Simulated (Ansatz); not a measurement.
# ScIr: how the settings move a relaxation

Question: which choices in the input matter for ScIr?

Computed with Ansatz 0.2.0 (reference: DFT, LDA, PAW with Ansatz's default frozen-core files, scalar-relativistic; relaxation of cell and atoms, unless a step's input says otherwise).

## Step 1: The structure to begin with

The structure is cubic, space group Pm-3m (No. 221). The conventional cell has a = 3.206 Å, b = 3.206 Å, c = 3.206 Å, α = 90.00°, β = 90.00°, γ = 90.00°. Sc (site symmetry m-3m) has 8 Ir at 2.78 Å as nearest neighbours. Ir (site symmetry m-3m) has 8 Sc at 2.78 Å as nearest neighbours.

Structure file:

```cif
data_structure
_symmetry_space_group_name_H-M 'P 1'
_symmetry_Int_Tables_number 1
_cell_length_a 3.2060
_cell_length_b 3.2060
_cell_length_c 3.2060
_cell_angle_alpha 90.000
_cell_angle_beta 90.000
_cell_angle_gamma 90.000
_cell_volume 32.95
loop_
_atom_site_label
_atom_site_type_symbol
_atom_site_fract_x
_atom_site_fract_y
_atom_site_fract_z
_atom_site_occupancy
Sc1 Sc 0.50000 0.50000 0.50000 1
Ir1 Ir 0.00000 0.00000 0.00000 1
```

## Step 2: The reference run

The input, input.yaml:

```yaml
crystal:
  lattice:
    - [3.206, 0.0, 0.0]
    - [0.0, 3.206, 0.0]
    - [0.0, 0.0, 3.206]
  atoms:
    - { symbol: Sc, position: [0.5, 0.5, 0.5] }
    - { symbol: Ir, position: [0.0, 0.0, 0.0] }
kpoints:
  mp_grid: { grid: [12, 12, 12] }
scf:
  occupations: { method: fermi_dirac, width: 0.1 }
hamiltonian:
  xc: lda
  pseudopotentials: { kind: paw }
relax:
  f_tol: 0.002
  max_steps: 80
  cell: {}
output:
  forces: true
  stress: true
```

Run with:

```
ansatz run input.yaml --threads 1 --pin off --max-ram 3072MiB --backend cpu --events-out ev --progress --plain --runs-dir out
```

## Step 3: Changed: mixing.algorithm anderson, mixing.beta 0.2, scf.algorithm direct_min

Edit input.yaml of step 2 so:

```diff
@@ -12,2 +12,4 @@
   occupations: { method: fermi_dirac, width: 0.1 }
+  mixing: { algorithm: anderson, beta: 0.2 }
+  algorithm: direct_min
 hamiltonian:
@@ -22 +24,5 @@
   stress: true
+  write_density: true
+  write_potential: true
+  elf: true
+  volumetric_format: npy
```

**Question.** What will these runs give? Wanted: for each run, ending; energy change; pressure; gap; force.

**Answer**, as computed:

| run | ending | energy change | pressure (GPa) | gap (eV) | force (eV/Å) | cycles | time |
| --- | --- | --- | --- | --- | --- | --- | --- |
| reference | converged | 0 | 0.0 | 0.00 | 0.00 | 37 | 10 s |
| 1: mixing.algorithm anderson, mixing.beta 0.2, scf.algorithm direct_min | converged | 0.0 meV/atom | 0.0 | 0.00 | 0.00 | 26 | 27 s |

Times don't compare one to one where runs were asked for different outputs or read a saved state (see the inputs); cycles may leave out searches for a lower state.

Same state: the changed mixing and solver leaves the energy within 0.5 meV/atom.
